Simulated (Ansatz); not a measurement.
# CdClF (SMILES [F][Cd][Cl]): one structure at several levels

The task here is to estimate one member of a computed series from the others.

Method: single points in def2-TZVPP; program: Ansatz 0.2.0, Gaussian basis.

Correlated methods freeze the cores. Filled d shells of the heavier atoms are correlated. Core potentials replace the inner electrons past krypton, and spin-orbit coupling is left out.

### Starting geometry

SMILES `[F][Cd][Cl]`, 3 atoms, charge 0, spin multiplicity 1.

Atoms are counted from 1 here; the program's logs count them from 0.

Bond lengths: F1–Cd2 2.017 Å, Cd2–Cl3 2.205 Å. Angles: F1–Cd2–Cl3 103.4°.

Geometry (Å):

```csv
atom,x (Å),y (Å),z (Å)
F1,-0.0337,1.6054,0.2129
Cd2,-0.7597,-0.1586,-0.4425
Cl3,0.7452,-1.6177,0.2416
```

Set-up of the first run:

run/in.yaml

```yaml
crystal:
  periodic: [false, false, false]
  atoms:
    - {symbol: F, position_ang: [-0.033700, 1.605400, 0.212900]}
    - {symbol: Cd, position_ang: [-0.759700, -0.158600, -0.442500]}
    - {symbol: Cl, position_ang: [0.745200, -1.617700, 0.241600]}
basis:
  gaussian: {orbitals: def2-TZVPP}
correlation: {method: ccsd_t}
output: {forces: true}
```

No record of the launch command was kept for these runs.

Among the steps run: CCSD(T)/def2-TZVPP; PBE0-D4/def2-TZVPP; wB97M-V/def2-TZVPP; r2SCAN-D4/def2-TZVPP; PBE-D4/def2-TZVPP; wB97X-V/def2-TZVPP; SPW92/def2-TZVPP.

One table of the session follows, with a row left open; its other results are not shown here.

| method | RMS force component (eV/Å) | angle to CCSD(T) forces (°) | dipole (D) |
| --- | --- | --- | --- |
| CCSD(T) | 0.992 | reference | 6.02 |
| PBE0-D4 | 0.940 | 2.0 | 5.77 |
| wB97M-V | 0.958 | 2.4 | 5.98 |
| r2SCAN-D4 | 0.926 | 3.5 | 5.49 |
| PBE-D4 | 0.905 | 15.1 | 5.02 |
| wB97X-V | 0.955 | 1.1 | 6.09 |
| SPW92 | ? | ? | ? |

Estimate the missing values for SPW92.

The run gave: RMS force component (eV/Å): 0.850; angle to CCSD(T) forces (°): 13.6; dipole (D): 4.89. In the column «RMS force component (eV/Å)» it is the lowest.
